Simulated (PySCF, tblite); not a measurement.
**C₃H₁₃NO₂Si₃: geometry, infrared bands and NMR shifts**

Wanted: the infrared bands and NMR shifts of C₃H₁₃NO₂Si₃ (`C=C[Si@@H](NC)[Si](O)(O)[SiH3]`), by calculation.

Computed with tblite 0.8.0 and PySCF 2.14.0, with density-fitted response routines of our own, on a single molecule in the gas phase. Atoms count from 0, in the outputs and in this text.

**1. The molecule as given**

22 atoms, charge 0, multiplicity 1; geometry from: force field or distance geometry start.

Bonds of the start (Å): C0–C1 1.33, C1–Si2 1.83, Si2–N3 1.81, N3–C4 1.46, Si2–Si5 2.20, Si5–O6 1.72, Si5–O7 1.73, Si5–Si8 2.25, C0–H9 1.10, C0–H10 1.08, C1–H11 1.11, Si2–H12 1.47, N3–H13 1.06, C4–H14 1.12, C4–H15 1.11, C4–H16 1.09, O6–H17 0.98, O7–H18 0.99, Si8–H19 1.48, Si8–H20 1.48, Si8–H21 1.48.

**2. Relaxing the molecule with GFN2-xTB**

The job: settings as JSON, then the geometry in Å.

```
{"job": {"kind": "relax", "xc": "GFN2-xTB", "basis": "xTB"}, "charge": 0, "multiplicity": 1}
C     -1.588800    -2.495000    -0.136100
C     -1.447500    -1.327400     0.481400
Si    -0.689600     0.123300    -0.338300
N     -0.663200     1.450300     0.892700
C     -2.003800     2.033200     0.830200
Si     1.367800    -0.189800    -1.058100
O      1.518500    -1.717400    -1.831000
O      1.728600     1.103700    -2.154000
Si     2.791000    -0.010600     0.679100
H     -2.041000    -3.365600     0.351500
H     -1.292300    -2.621600    -1.165200
H     -1.790100    -1.305900     1.534000
H     -1.535400     0.585200    -1.441800
H     -0.535000     0.970400     1.833600
H     -2.642300     1.467800     0.111800
H     -1.919000     3.059500     0.410700
H     -2.524800     1.996300     1.788300
H      2.425500    -1.828100    -2.184000
H      1.509800     1.980000    -1.751100
H      3.768200    -1.116100     0.638600
H      2.002700    -0.024500     1.928400
H      3.550300     1.251800     0.578200
```

Run with:

```sh
OMP_NUM_THREADS=1 python probes_run.py task.json out
```

The driver reads the jobs from task.json and runs them one after another.

**Question.** This job is followed by: GFN2-xTB harmonic vibrations, gas phase; GIAO PBE0/pcSseg-1 NMR shielding, non-relativistic, gas phase. What will the session give for the following? strongest single infrared mode (GFN2-xTB); zero-point energy (GFN2-xTB); 13C shifts against TMS (PBE0/pcSseg-1); 1H shifts against TMS (PBE0/pcSseg-1, means over atoms taken as alike); 29Si shifts against TMS (PBE0/pcSseg-1); 15N shifts against NH3 (PBE0/pcSseg-1); 17O shifts against H2O (PBE0/pcSseg-1).

As calculated:

| quantity | value |
| --- | --- |
| strongest single infrared mode (GFN2-xTB) | 798 cm⁻¹, 410 km/mol |
| zero-point energy (GFN2-xTB) | 97.2 kcal/mol |
| 13C shifts against TMS (PBE0/pcSseg-1) | 144.5, 141.6, 34.3 ppm |
| 1H shifts against TMS (PBE0/pcSseg-1, means over atoms taken as alike) | 6.78, 6.61, 6.28, 4.98, 3.27, 2.84, 1.29, 0.90, -0.26 ppm |
| 29Si shifts against TMS (PBE0/pcSseg-1) | 23.6, -36.9, -125.8 ppm |
| 15N shifts against NH3 (PBE0/pcSseg-1) | 22.5 ppm |
| 17O shifts against H2O (PBE0/pcSseg-1) | 50.7, 44.6 ppm |

Over 193 steps the energy fell by 1.326 eV; of the close pairs, Si2–Si5 changed most, 2.202 to 2.307 Å. No mode is imaginary among the 60: a minimum at this level. Unscaled tight-binding wavenumbers are off by several per cent, some by more. Its intensities can rank the bands wrongly. The most deshielded carbon is C1 (alkene CH), at 144.5 ppm: the olefinic region. H11 (hydrogen on an alkene CH) lies farthest downfield among hydrogen, at 6.78 ppm; olefinic region. At PBE0/pcSseg-1: Shielding is most anisotropic at C1 (span 257 ppm, paramagnetic term -224 ppm).
